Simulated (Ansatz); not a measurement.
# H₆N₂OSi: search for a transition state

Aim: find the saddle point of a 1,2-elimination that is to form H2–H4 and break Si1–H2, O3–H4, prove it by its vibrations, and relax downhill on both sides to see what it joins.

The runs use Ansatz 0.2.0, Gaussian basis; PBE0-D4, def2-SVP first, then def2-TZVP.

114 further runs of the same task are left out: 114 set aside as unsound or not needed. Runs told in other sessions of the task aren't counted.

## 1. The starting structure

The guess: 10 atoms, charge 0, spin multiplicity 1.

Atoms are counted from 1 here; the program's logs count them from 0.

Bond lengths: Si1–O3 1.556 Å, Si1–N5 1.698 Å, Si1–N6 1.698 Å, N5–H7 1.004 Å, N5–H8 1.004 Å, N6–H9 1.005 Å, N6–H10 1.004 Å. Angles: O3–Si1–N5 123.3°, O3–Si1–N6 123.2°, N5–Si1–N6 108.4°, Si1–N5–H7 123.0°, Si1–N5–H8 119.9°, H7–N5–H8 112.1°, Si1–N6–H9 119.9°, Si1–N6–H10 123.1°, H9–N6–H10 112.2°.

As a file:

```
Si   -0.1423    0.2592   -0.2183
H     0.6510   -1.0624   -1.5936
O    -0.4784    0.9141   -1.5888
H     0.1282   -0.1212   -2.0877
N     1.0984    0.8138    0.7996
N    -1.2926   -0.5526    0.7302
H     1.3610    0.3449    1.6476
H     1.8522    1.3573    0.4189
H    -2.1125   -0.9410    0.2986
H    -1.0650   -1.0122    1.5935
```

Distances that are to change: H2–H4 1.18 Å, Si1–H2 2.07 Å, O3–H4 1.30 Å.

## 2. Constrained relaxation of the guess

Contents of hold/in.yaml:

```yaml
crystal:
  periodic: [false, false, false]
  atoms:
    - {symbol: Si, position_ang: [-0.142300, 0.259200, -0.218300]}
    - {symbol: H, position_ang: [0.651000, -1.062400, -1.593600]}
    - {symbol: O, position_ang: [-0.478400, 0.914100, -1.588800]}
    - {symbol: H, position_ang: [0.128200, -0.121200, -2.087700]}
    - {symbol: N, position_ang: [1.098400, 0.813800, 0.799600]}
    - {symbol: N, position_ang: [-1.292600, -0.552600, 0.730200]}
    - {symbol: H, position_ang: [1.361000, 0.344900, 1.647600]}
    - {symbol: H, position_ang: [1.852200, 1.357300, 0.418900]}
    - {symbol: H, position_ang: [-2.112500, -0.941000, 0.298600]}
    - {symbol: H, position_ang: [-1.065000, -1.012200, 1.593500]}
basis:
  gaussian: {orbitals: def2-SVP}
hamiltonian: {xc: pbe0, dispersion: d4}
relax: {f_tol: 0.04, max_steps: 150, escape_saddle: false, constraints: [{distance: [1, 3]}, {distance: [0, 1]}, {distance: [2, 3]}]}
```

Launch:

```bash
> ansatz run in.yaml --threads 4 --pin off --events-out ev --progress --plain --max-ram 9574MiB
```

The runs that follow: Force constants to start from; Saddle search in the small basis; Saddle search in triple zeta; Checking the order of the point; Relaxing after a step of 0.30 Å one way along the mode; Relaxing after a step of 0.30 Å the other way along the mode.

**Question.** What will these runs give? Wanted: imaginary mode; barrier from the start side; barrier from the end side; energy of the step; pairs that change; zero-point energy at the saddle.

The runs gave:

| quantity | value |
| --- | --- |
| imaginary mode | 1246i cm⁻¹ |
| barrier from the start side | 222.7 kJ/mol |
| barrier from the end side | 66.7 kJ/mol |
| energy of the step | +156.0 kJ/mol |
| pairs that change | H2–H4 formed, Si1–H2 broken, O3–H4 broken |
| zero-point energy at the saddle | 1.918 eV |

The point has a single imaginary mode (1246i cm⁻¹), as a transition state must. Going downhill both ways gives the intended start and end. At PBE0-D4/def2-TZVP the electronic barrier is 222.7 kJ/mol, about 90 kT at 298 K, and the step runs 156.0 kJ/mol uphill. The barrier is thin enough for tunnelling; the leading (Wigner) term alone is a factor of 2.5 at 298 K. A step off the saddle overshot and began above it in energy, so the link to its end is likely but not proven. The ends are the nearest minima, not always the lowest complexes.
